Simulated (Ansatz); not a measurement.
# CH8OSi2: one species, many methods

Aim: compute CH8OSi2 with functionals from several rungs and with coupled cluster. The yardstick is the atomisation energy at the CCSD(T) limit.

Method: functionals in def2-TZVPP, the program's frozen cores in correlated methods; program: Ansatz 0.2.0, Gaussian basis.

Plan: LDA (SPW92), PBE-D4, revPBE-D4, BLYP-D4, r2SCAN-D4, B97M-V, PBE0-D4, B3LYP-D4, r2SCANh-D4, r2SCAN0-D4, HSE06-D4, BHLYP-D4, CAM-B3LYP-D4, LC-ωPBE, ωB97X-V, ωB97M-V, B2PLYP, PBE-QIDH; CCSD(T)/def2-SVP; CCSD(T)/def2-TZVPP; MP2/def2-QZVPP; extrapolation to the limit; RPA on PBE.

## 1. The geometry

An earlier PBE0-D4 in a triple-zeta def2 set relaxation fixed the geometry.

12 atoms, charge 0, spin multiplicity 1.

Atoms are counted from 1 here; the program's logs count them from 0.

Bond lengths: C1–Si2 1.877 Å, C1–H5 1.092 Å, C1–H6 1.092 Å, C1–H7 1.092 Å, Si2–Si3 2.347 Å, Si2–H8 1.492 Å, Si2–H9 1.494 Å, Si3–O4 1.658 Å, Si3–H10 1.494 Å, Si3–H11 1.486 Å, O4–H12 0.958 Å. Angles: Si2–C1–H5 110.6°, Si2–C1–H6 110.6°, Si2–C1–H7 111.0°, H5–C1–H6 108.0°, H5–C1–H7 108.3°, H6–C1–H7 108.3°, C1–Si2–Si3 112.0°, C1–Si2–H8 110.5°, C1–Si2–H9 109.8°, Si3–Si2–H8 108.8°, Si3–Si2–H9 108.4°, H8–Si2–H9 107.1°, Si2–Si3–O4 112.0°, Si2–Si3–H10 109.6°, Si2–Si3–H11 110.9°, O4–Si3–H10 111.0°, O4–Si3–H11 105.0°, H10–Si3–H11 108.2° and more.

## 2. LDA

This LDA is Slater exchange with PW92 correlation.

The input, in.yaml:

```yaml
crystal:
  periodic: [false, false, false]
  atoms:
    - {symbol: C, position_ang: [-0.523696, 1.795241, 0.338077]}
    - {symbol: Si, position_ang: [-0.297570, 0.383219, -0.878053]}
    - {symbol: Si, position_ang: [0.930308, -1.388858, 0.049766]}
    - {symbol: O, position_ang: [0.172757, -2.044846, 1.371249]}
    - {symbol: H, position_ang: [0.442889, 2.216006, 0.623538]}
    - {symbol: H, position_ang: [-1.019760, 1.445030, 1.245936]}
    - {symbol: H, position_ang: [-1.129146, 2.593311, -0.096814]}
    - {symbol: H, position_ang: [0.399154, 0.859903, -2.108384]}
    - {symbol: H, position_ang: [-1.631786, -0.137900, -1.302542]}
    - {symbol: H, position_ang: [1.180159, -2.427192, -0.994520]}
    - {symbol: H, position_ang: [2.244696, -0.915463, 0.556809]}
    - {symbol: H, position_ang: [-0.691106, -2.433749, 1.228939]}
basis:
  gaussian: {orbitals: def2-TZVPP}
hamiltonian: {xc: lda}
output: {orbitals: {seedname: orbitals}}
```

Started as:

```
$ ansatz run in.yaml --threads 4 --pin off --events-out ev --progress --plain --max-ram 10444MiB
```

Further steps of the session: PBE-D4 (GGA); revPBE-D4 (GGA); BLYP-D4 (GGA); r2SCAN-D4 (meta-GGA); B97M-V (meta-GGA); B3LYP-D4 (hybrid); r2SCANh-D4 (hybrid); r2SCAN0-D4 (hybrid); HSE06-D4 (hybrid); BHLYP-D4 (hybrid); CAM-B3LYP-D4 (range-separated); LC-ωPBE (range-separated); ωB97X-V (range-separated); ωB97M-V (range-separated); B2PLYP (double hybrid); PBE-QIDH (double hybrid); CCSD(T) in def2-SVP; CCSD(T) in def2-TZVPP; MP2 in def2-QZVPP; RPA on PBE orbitals.

Q: Predict the results of all the runs planned. Wanted: atomisation energy, CCSD(T)/CBS; farthest beyond LDA; mean size of error, GGA; mean size of error, meta-GGA; mean size of error, hybrid; mean size of error, range-separated; mean size of error, double hybrid; gap, smallest and largest; T1 diagnostic.

As calculated:

| quantity | value |
| --- | --- |
| atomisation energy, CCSD(T)/CBS | 4088.2 kJ/mol |
| functionals within 20.4 kJ/mol (0.5 %) | PBE-D4, r2SCAN-D4, B97M-V, B3LYP-D4, CAM-B3LYP-D4, ωB97X-V, ωB97M-V |
| farthest beyond LDA | BHLYP-D4 (-88.3 kJ/mol) |
| mean size of error, GGA | 48.9 kJ/mol |
| mean size of error, meta-GGA | 6.2 kJ/mol |
| mean size of error, hybrid | 45.9 kJ/mol |
| mean size of error, range-separated | 17.2 kJ/mol |
| mean size of error, double hybrid | 60.1 kJ/mol |
| gap, smallest and largest | 5.04 eV (LDA (SPW92)), 12.00 eV (LC-ωPBE) |
| T1 diagnostic | 0.0116 |
| triples share of the correlation energy | 3.4 % |

In words: The LDA atomisation energy is off by 459.8 kJ/mol (11 %): it overbinds. PBE-D4 misses by -13.0 kJ/mol. Double hybrids carry the basis error of their MP2 part in triple zeta, and no dispersion term here, so their miss is partly the set-up's. The rungs meta-GGA, range-separated miss on average by less than the doubt on the reference (20.4 kJ/mol), so they tie. The reference freezes the cores and leaves out relativity and excitations past (T), so misses under about 20.4 kJ/mol can't be ranked. Hartree-Fock recovers 75 % of the binding; the rest is correlation. CCSD(T) in def2-SVP is off by -276.7 kJ/mol, which most functionals beat. Orbital gaps span 5.0 to 12.0 eV; exact exchange widens them.
